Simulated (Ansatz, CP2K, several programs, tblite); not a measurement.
Energy against volume for AgCl (Fm-3m) from a database structure, at fixed shape and fractional coordinates, computed by several methods (PBE and r2SCAN, where shown, with plane waves in Ansatz); the cell shown is that of r2SCAN. Space group Fm-3m (No. 225), cubic; conventional cell a = 5.545 Å, 21.31 Å³ an atom. Around Ag lie 6 Cl at 2.77 Å; around Cl lie 6 Ag at 2.77 Å. Calculated for a static, non-magnetic cell. Energies count from each curve's lowest point; fits are third-order Birch-Murnaghan.

Space group Fm-3m (No. 225). a = 5.545 Å, b = 5.545 Å, c = 5.545 Å, α = 90.00°, β = 90.00°, γ = 90.00°

| atom | site | symmetry | x | y | z |
| --- | --- | --- | --- | --- | --- |
| Ag | 4b | m-3m | 0.0000 | 0.5000 | 0.0000 |
| Cl | 4a | m-3m | 0.0000 | 0.5000 | 0.5000 |

Problem. GFN1-xTB (tblite), on the shape of the cell shown, as a cluster of 64 atoms at the zone centre, gives

| V (Å³/atom) | E (meV/atom) |
| --- | --- |
| 18.756 | 104.51 |
| 20.035 | 27.79 |
| 21.314 | 0.00 |
| 22.592 | 6.04 |
| 23.871 | 35.16 |

What equilibrium volume and bulk modulus follow?

Solution. V₀ = 21.67 Å³ an atom and B₀ = 64 GPa.

Problem. r2SCAN, on the shape of its own relaxed cell, gives
```tsv
V (Å³/atom)	E (meV/atom)
20.035	13.72
20.674	3.21
21.314	0.00
21.953	2.85
22.592	10.73
```
What equilibrium volume and bulk modulus follow?

Solution. V₀ = 21.31 Å³ an atom and B₀ = 50 GPa.

Problem. GFN2-xTB (tblite), on the shape of the cell shown, as a cluster of 64 atoms at the zone centre, gives
```tsv
V (Å³/atom)	E (meV/atom)
18.756	29.45
20.035	0.00
21.314	6.32
22.592	36.81
23.871	84.64
```
What equilibrium volume and bulk modulus follow?

Solution. V₀ = 20.40 Å³ an atom and B₀ = 63 GPa.

Problem. PBE/DZVP (CP2K), on the shape of the cell shown, gives
```tsv
V (Å³/atom)	E (meV/atom)
18.756	108.06
20.035	39.78
21.314	7.25
22.592	0.00
23.871	10.84
```
What equilibrium volume and bulk modulus follow?

Solution. V₀ = 22.40 Å³ an atom and B₀ = 41 GPa.

light PBE (260 eV and a coarse mesh), on the shape of the cell shown:

| V (Å³/atom) | E (meV/atom) |
| --- | --- |
| 19.608 | 98.05 |
| 20.461 | 44.31 |
| 21.314 | 10.12 |
| 22.166 | 15.25 |
| 23.019 | 31.22 |
| 23.871 | 0.00 |

The points scatter about the fit by more than 0.3 meV an atom, since at so low a cutoff the number of plane waves jumps with the volume, so no fit is quoted.
